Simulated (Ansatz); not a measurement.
Write a Python script for the Ansatz DFT code, driven from Python that makes a calculation of the dielectric tensor and Born charges of SnSe2, space group P-3m1. Level of theory: PBEsol, PAW, the default cutoff (420 eV here), 6×6×4 k-points, fixed occupations.

```xyz
3
Lattice="3.8110 0.0000 0.0000 -1.9055 3.3004 0.0000 0.0000 0.0000 6.1360" Properties=species:S:1:pos:R:3 pbc="T T T"
Sn    0.0000    0.0000    0.0000
Se    0.0000    2.2003    1.5279
Se    1.9055    1.1001    4.6081
```

The script, `snse2_eps.py`:
```python
# -*- coding: utf-8 -*-
"""Response of SnSe2 to an electric field."""

import logging
import sys

import ansatz as az
import numpy as np
from pymatgen.core import Lattice, Structure
from pymatgen.io.ase import AseAtomsAdaptor

logging.basicConfig(stream=sys.stdout, format="%(levelname)s:%(name)s:%(message)s")
log = logging.getLogger("ansatz_job")
log.setLevel(logging.INFO)

params = {
    "kgrid": (6, 6, 4),
    "tolerance": 1e-10,
    "smearing": "fixed",
}

pmg_structure = Structure(
    Lattice([[3.811, 0.0, 0.0], [-1.9055, 3.300423, 0.0], [0.0, 0.0, 6.136]]),
    ["Sn", "Se", "Se"],
    [
        [0.0, 0.0, 0.0],
        [1 / 3, 2 / 3, 0.249],
        [2 / 3, 1 / 3, 0.751],
    ],
)
system = az.Crystal.from_ase(AseAtomsAdaptor.get_atoms(pmg_structure))

# an insulator: whole occupations
base = (
    system.calculation()
    .functional(az.Functional.PBESOL)
    .kpoints(*params["kgrid"], center="gamma")
    .scf(tolerance=params["tolerance"])
    .occupations(params["smearing"])
    .dielectric()
)
result = base.run(threads=1)
response = result.dielectric
eps = np.asarray(response.eps_inf)

log.info(f"mean eps_inf {np.trace(eps) / 3:.3f}, fraction of exact exchange 1/eps = {3 / np.trace(eps):.3f}")
print(np.array2string(eps, precision=3, suppress_small=True))
for index, (site, z) in enumerate(zip(result.lattice.sites, response.zstar_e)):
    print("Born charge tensor of", site.symbol, index)
    print(np.round(z, 3) + 0.0)
log.info(f"charge neutrality missed by {response.zstar_sum_residual_pre_e:.4f} e before the sum rule")
```

Output of `python snse2_eps.py`:
```text
DeckWarning: basis.ecutwfc = 420 eV, auto-derived from the records' recommended cutoffs: set by Sn (normal level)
INFO:ansatz_job:mean eps_inf 10.726, fraction of exact exchange 1/eps = 0.093
[[11.528  0.     0.   ]
 [-0.    11.528 -0.   ]
 [ 0.    -0.     9.124]]
Born charge tensor of Sn 0
[[5.104 0.    0.   ]
 [0.    5.104 0.   ]
 [0.    0.    1.878]]
Born charge tensor of Se 1
[[-2.552  0.     0.   ]
 [ 0.    -2.552  0.   ]
 [ 0.     0.    -0.939]]
Born charge tensor of Se 2
[[-2.552  0.     0.   ]
 [ 0.    -2.552  0.   ]
 [ 0.     0.    -0.939]]
INFO:ansatz_job:charge neutrality missed by 0.0011 e before the sum rule
```
(Warnings from the package without file and line.)

Notes:
- Under fixed occupations the level called the Fermi level is the highest filled one on the SCF mesh; off the mesh a filled band can lie a little above it.
- Averages over directions belong to no single polarisation, least of all in layered crystals.
- Pressure is positive in compression.
- The starting cell is as deposited in a crystallographic database; the results hold for this polymorph, which needn't be the stable one.
- This is the electronic (clamped-ion) response; a semilocal gap that is too small tends to raise it. The typed mesh is that of the SCF; the response is solved on denser meshes that the run picks.
- It ran for 7.5 min on 1 thread of Arm Neoverse V2, with other jobs on the host, peak memory 2.7 GiB.
